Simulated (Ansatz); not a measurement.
**C₂H₄FNOSi: how energies converge with the basis set**

The task here is to estimate one member of a computed series from the others.

Method: one geometry, several basis sets; program: Ansatz 0.2.0, Gaussian basis.

Levels to be run: PBE0-D4/def2-SVP; ωB97M-V/def2-SVP; PBE0-D4/def2-QZVPP; ωB97M-V/def2-QZVPP; the functionals' def2-TZVPP values are taken from earlier runs.

## The relaxed structure

All runs share one geometry, relaxed beforehand with PBE0-D4 in a triple-zeta def2 set.

SMILES `O[SiH]1CN=C1F`, 10 atoms, charge 0, spin multiplicity 1.

Atoms are counted from 1 here; the program's logs count them from 0.

Bond lengths: O1–Si2 1.635 Å, O1–H7 0.959 Å, Si2–C3 1.889 Å, Si2–C5 1.878 Å, Si2–H8 1.480 Å, C3–N4 1.495 Å, C3–H9 1.091 Å, C3–H10 1.092 Å, N4–C5 1.269 Å, C5–F6 1.321 Å. Angles: Si2–O1–H7 118.7°, O1–Si2–C3 123.6°, O1–Si2–C5 122.6°, O1–Si2–H8 105.0°, C3–Si2–C5 70.2°, C3–Si2–H8 117.8°, C5–Si2–H8 115.3°, Si2–C3–N4 89.3°, Si2–C3–H9 118.8°, Si2–C3–H10 117.6°, N4–C3–H9 110.9°, N4–C3–H10 110.3°, H9–C3–H10 108.3°, C3–N4–C5 102.8°, Si2–C5–N4 97.2°, Si2–C5–F6 140.9°, N4–C5–F6 121.6°.

Set-up of the first run:

File in.yaml:

```yaml
crystal:
  periodic: [false, false, false]
  atoms:
    - {symbol: O, position_ang: [-0.160348, -2.104964, -0.499166]}
    - {symbol: Si, position_ang: [0.463405, -0.596307, -0.405671]}
    - {symbol: C, position_ang: [0.284598, 0.516541, 1.110204]}
    - {symbol: N, position_ang: [-0.409562, 1.532312, 0.261288]}
    - {symbol: C, position_ang: [-0.525998, 0.936469, -0.852834]}
    - {symbol: F, position_ang: [-1.131058, 1.502667, -1.881533]}
    - {symbol: H, position_ang: [-1.046334, -2.258616, -0.166986]}
    - {symbol: H, position_ang: [1.799276, -0.692892, -1.036333]}
    - {symbol: H, position_ang: [1.184552, 0.936227, 1.563061]}
    - {symbol: H, position_ang: [-0.375231, 0.177463, 1.910869]}
basis:
  gaussian: {orbitals: def2-SVP}
hamiltonian: {xc: pbe0, dispersion: d4}
output: {orbitals: {seedname: orbitals}}
```

Command:

```console
ansatz run in.yaml --threads 4 --pin off --events-out ev --progress --plain --max-ram 10444MiB
```

Among the steps run: PBE0-D4 in def2-SVP; ωB97M-V in def2-SVP; PBE0-D4 in def2-QZVPP; ωB97M-V in def2-QZVPP.

One table of the session follows, with a row left open; its other results are not shown here.

It belongs to the step «Density functionals: the series». 

```
functional       basis  HOMO (eV)
   PBE0-D4    def2-SVP      -7.34
   PBE0-D4  def2-TZVPP      -7.50
   PBE0-D4  def2-QZVPP      -7.54
   ωB97M-V    def2-SVP      -9.61
   ωB97M-V  def2-TZVPP      -9.80
   ωB97M-V  def2-QZVPP          ?
```

Estimate the missing values for ωB97M-V, def2-QZVPP.

As computed: HOMO (eV): -9.84. In the column «HOMO (eV)» it is the lowest.
